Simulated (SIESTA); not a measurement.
Crystal: NbFeO4.

```
Nb Fe O
1.0
    -1.95851    1.95851    5.03653
     1.95851   -1.95851    5.03653
     1.95851    1.95851   -5.03653
Nb Fe O
1 1 4
Direct
  0.25000 0.75000 0.50000
  0.00000 0.00000 0.00000
  0.04937 0.54937 0.50000
  0.45063 0.95063 0.50000
  0.20996 0.20996 0.00000
  0.79004 0.79004 0.00000
```

The cell comes from a database or a generator and needn't be the stable form of this composition.

* Program: SIESTA 5.4.2
* Task: single point
* Functional: PBEsol
* Potentials or basis: PseudoDojo 0.4 standard (PBEsol files)
* Basis: DZP (energy shift 0.003 Ry; two zetas on semicore shells)
* Grid cutoff: 800 Ry
* Energy shift: 0.003 Ry
* k mesh: 10 × 10 × 10
* Occupations: fermi-dirac, width 0.05 eV
* Spin: collinear spin, ferromagnetic start
* Starting moments: [0.0, 3.0, 0.0, 0.0, 0.0, 0.0] μB

On this cell: pressure -3.8 GPa; largest force 0.109 eV/Å; net moment 4.85 μB per cell; site moments Nb +0.02; Fe +4.07; O +0.27, +0.11 μB; band gap on the k mesh none (metal or under the smearing width).

The same run follows on a disturbed copy (atoms moved at random, drawn with an rms of 0.05 Å):

```
CELL_PARAMETERS angstrom
-1.95851 1.95851 5.03653
1.95851 -1.95851 5.03653
1.95851 1.95851 -5.03653
ATOMIC_POSITIONS crystal
Nb 0.26751 0.75193 0.51896
Fe 0.01163 0.00541 0.00917
O 0.03813 0.54540 0.47976
O 0.44472 0.95544 0.49466
O 0.20954 0.22932 0.01039
O 0.77401 0.79170 0.98151
```

Problem. What does the disturbed cell give?

Solution. The energy (extrapolated to zero smearing) moves by +18.0 meV/atom; pressure -1.9 GPa; largest force 1.409 eV/Å; net moment 4.85 μB per cell; site moments Nb +0.02; Fe +4.06; O +0.27, +0.29, +0.12, +0.10 μB; band gap on the k mesh none (metal or under the smearing width).

Forces in eV/Å, atoms in the order of the input:
```
Nb   0.363 -0.850  0.471
Fe  -0.070 -0.173 -0.133
O    0.668  0.046 -0.064
O   -0.042 -0.262 -0.133
O   -1.091 -0.162 -0.113
O    0.172  1.398 -0.028
```

Stress tensor (GPa, compression positive):
```
-1.68  0.14 -0.83
 0.14 -1.48  0.26
-0.83  0.26 -2.65
```

Caveats: short orbitals over semicore shells can move pressures by several GPa; the basis of atomic orbitals isn't converged, which shifts pressures, moduli and gaps; a cell with one magnetic atom can't hold antiferromagnetic order, which such compounds often take; semilocal functionals often make such compounds metallic where correlation or magnetic order opens a gap, which also shifts bond lengths.
